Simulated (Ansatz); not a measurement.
# CH6GeOS: up Jacob's ladder to CCSD(T)

The task here is to estimate one member of a computed series from the others.

Program: Ansatz 0.2.0, Gaussian basis. Level of theory: functionals in def2-TZVPP, the program's frozen cores in correlated methods. These are calculated values, not measurements.

The runs, in order: PBE-D4, r2SCAN-D4, PBE0-D4, B3LYP-D4, ωB97X-V, ωB97M-V, B2PLYP; CCSD(T)/def2-TZVPP; MP2/def2-QZVPP; extrapolation to the limit.

## The relaxed structure

All runs share one geometry, relaxed beforehand with PBE0-D4 in a triple-zeta def2 set.

SMILES `C[O][GeH2][SH]`, 10 atoms, charge 0, spin multiplicity 1.

Atoms are counted from 1 here; the program's logs count them from 0.

Bond lengths: C1–O2 1.408 Å, C1–H5 1.092 Å, C1–H6 1.099 Å, C1–H7 1.098 Å, O2–Ge3 1.779 Å, Ge3–S4 2.202 Å, Ge3–H8 1.541 Å, Ge3–H9 1.538 Å, S4–H10 1.343 Å. Angles: O2–C1–H5 107.9°, O2–C1–H6 112.3°, O2–C1–H7 112.2°, H5–C1–H6 108.0°, H5–C1–H7 108.0°, H6–C1–H7 108.2°, C1–O2–Ge3 117.6°, O2–Ge3–S4 107.3°, O2–Ge3–H8 107.5°, O2–Ge3–H9 110.3°, S4–Ge3–H8 112.3°, S4–Ge3–H9 107.0°, H8–Ge3–H9 112.4°, Ge3–S4–H10 93.8°.

Geometry (Å):

```
C    -1.0381   -0.4197    1.2767
O    -0.8292   -0.0880   -0.0755
Ge    0.8484   -0.0578   -0.6655
S     0.8069    0.7556   -2.7111
H    -2.1029   -0.3033    1.4907
H    -0.4806    0.2374    1.9584
H    -0.7588   -1.4587    1.4967
H     1.6634    0.8269    0.2981
H     1.4060   -1.4882   -0.7603
H     0.4849    1.9958   -2.3082
```

The first run:

File in.yaml:

```yaml
crystal:
  periodic: [false, false, false]
  atoms:
    - {symbol: C, position_ang: [-1.038139, -0.419683, 1.276718]}
    - {symbol: O, position_ang: [-0.829178, -0.088018, -0.075503]}
    - {symbol: Ge, position_ang: [0.848440, -0.057842, -0.665528]}
    - {symbol: S, position_ang: [0.806938, 0.755619, -2.711060]}
    - {symbol: H, position_ang: [-2.102935, -0.303304, 1.490707]}
    - {symbol: H, position_ang: [-0.480649, 0.237364, 1.958403]}
    - {symbol: H, position_ang: [-0.758817, -1.458679, 1.496676]}
    - {symbol: H, position_ang: [1.663403, 0.826926, 0.298061]}
    - {symbol: H, position_ang: [1.406033, -1.488214, -0.760297]}
    - {symbol: H, position_ang: [0.484904, 1.995831, -2.308166]}
basis:
  gaussian: {orbitals: def2-TZVPP}
hamiltonian: {xc: pbe, dispersion: d4}
output: {forces: true, orbitals: {seedname: orbitals}}
```

Command:

```bash
$ ansatz run in.yaml --threads 2 --pin off --events-out ev --progress --plain --max-ram 22528MiB --backend cpu
```

Among the steps run: PBE-D4 (GGA); r2SCAN-D4 (meta-GGA); PBE0-D4 (hybrid); B3LYP-D4 (hybrid); ωB97X-V (range-separated); ωB97M-V (range-separated); B2PLYP (double hybrid); CCSD(T) in def2-TZVPP; MP2 in def2-QZVPP.

One of the session's tables, all rows but one given; the rest of the session is left out.

It belongs to the step «Atomisation energies». 

| method | atomisation energy (kJ/mol) |
| --- | --- |
| PBE-D4 | 3305.4 |
| r2SCAN-D4 | 3280.1 |
| PBE0-D4 | ? |
| B3LYP-D4 | 3255.2 |
| ωB97X-V | 3291.0 |
| ωB97M-V | 3272.8 |
| B2PLYP | 3226.3 |
| HF/def2-TZVPP | 2328.5 |
| MP2/def2-TZVPP | 3231.6 |
| CCSD/def2-TZVPP | 3155.9 |
| CCSD(T)/def2-TZVPP | 3204.8 |
| MP2/CBS | 3310.7 |
| CCSD(T)/CBS | 3283.8 |

**Question.** Estimate the row for PBE0-D4.

As computed: atomisation energy (kJ/mol): 3251.8. In the column «atomisation energy (kJ/mol)» it lies between MP2/def2-TZVPP (3231.6) and B3LYP-D4 (3255.2).
